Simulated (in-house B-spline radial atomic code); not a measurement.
# Kr⁹⁺: ionisation energy by several methods

Aim: the ionisation energy of Kr⁹⁺ by several methods, each as the difference of two self-consistent energies (Kr⁹⁺ and the next ion, [Ar] 3d8).

Method: non-relativistic, several functionals, spin-polarised; spherical all-electron atom at the radial basis limit. Code: in-house B-spline radial atomic code version 1.

### 1 Starting point

| Quantity | Value |
| --- | --- |
| element | krypton (Z = 36) |
| charge | +9 |
| electrons | 27 |
| configuration | [Ar] 3d9 |
| nucleus | point |

The outer shells:

[Ar] 3d9
```
[Ar] core
3d [↑↓][↑↓][↑↓][↑↓][↑ ]
```

Where spins are not typed, each open shell is filled with up spins first.

### 2 BLYP, a GGA

The run's settings:

```ini
Z = 36
electrons = 27.0
configuration = [Ar] 3d9
hamiltonian = nr
method = b88,lyp
spin_polarised = True
```

### 3 PBE, a GGA

The run's settings:

```ini
Z = 36
electrons = 27.0
configuration = [Ar] 3d9
hamiltonian = nr
method = pbe,pbe
spin_polarised = True
```

### 4 AM05, a GGA

The run's settings:

```ini
Z = 36
electrons = 27.0
configuration = [Ar] 3d9
hamiltonian = nr
method = am05
spin_polarised = True
```

### 5 TPSS, a meta-GGA

The run's settings:

```ini
Z = 36
electrons = 27.0
configuration = [Ar] 3d9
hamiltonian = nr
method = tpss,tpss
spin_polarised = True
```

### 6 LDA (PW92)

The run's settings:

```ini
Z = 36
electrons = 27.0
configuration = [Ar] 3d9
hamiltonian = nr
method = lda,pw
spin_polarised = True
```

### 7 PW91, a GGA

The run's settings:

```ini
Z = 36
electrons = 27.0
configuration = [Ar] 3d9
hamiltonian = nr
method = pw91,pw91
spin_polarised = True
```

### 8 exchange-only LDA

The run's settings:

```ini
Z = 36
electrons = 27.0
configuration = [Ar] 3d9
hamiltonian = nr
method = lda,
spin_polarised = True
```

### 9 LDA (VWN5)

The run's settings:

```ini
Z = 36
electrons = 27.0
configuration = [Ar] 3d9
hamiltonian = nr
method = lda,vwn
spin_polarised = True
```

**Question.** The tabulated ionisation energy is 268 ± 3 eV (tabulated theoretical; NIST Atomic Spectra Database). What does each method give, and which comes nearest?

**Answer**, as computed:

| method | rung | total energy (hartree) | ΔSCF (eV) | −ε highest (eV) | ΔSCF less tabulated (eV) |
| --- | --- | --- | --- | --- | --- |
| LDA (PW92) | LDA | -2723.0606 | 271.91 | 253.02 (3d down) | +3.91 |
| exchange-only LDA | LDA | -2720.3190 | 269.41 | 250.58 (3d down) | +1.41 |
| LDA (VWN5) | LDA | -2723.0734 | 271.93 | 253.04 (3d down) | +3.93 |
| BLYP | GGA | -2726.8700 | 271.43 | 252.56 (3d down) | +3.43 |
| PBE | GGA | -2726.4372 | 271.59 | 252.71 (3d down) | +3.59 |
| AM05 | GGA | -2723.3436 | 271.59 | 252.71 (3d down) | +3.59 |
| PW91 | GGA | -2726.9534 | 271.80 | 252.91 (3d down) | +3.80 |
| TPSS | meta-GGA | -2726.7664 | 271.45 | 252.61 (3d down) | +3.45 |

The tabulated ionisation energy is 268 ± 3 eV (tabulated theoretical; NIST Atomic Spectra Database). exchange-only LDA comes nearest (+1.41 eV) and LDA (VWN5) is farthest (+3.93 eV, 1.5 %). Mean absolute error by rung (exchange-only levels left out): LDA 3.92 eV, GGA 3.60 eV, meta-GGA 3.45 eV. The table's own uncertainty exceeds the spread between the methods, so their order is not settled. These runs lack relativity altogether, which can outweigh the gaps between the methods, so the nearest may be so by luck. PBE is off by +3.59 eV. These runs leave out relativity, which matters at this nuclear charge. Open shells are averaged (over orientations, and over spins where the run is restricted), while tables refer to the lowest levels. For the semilocal functionals minus the highest level recovers only 93 % of their own ΔSCF value, a mark of self-interaction.
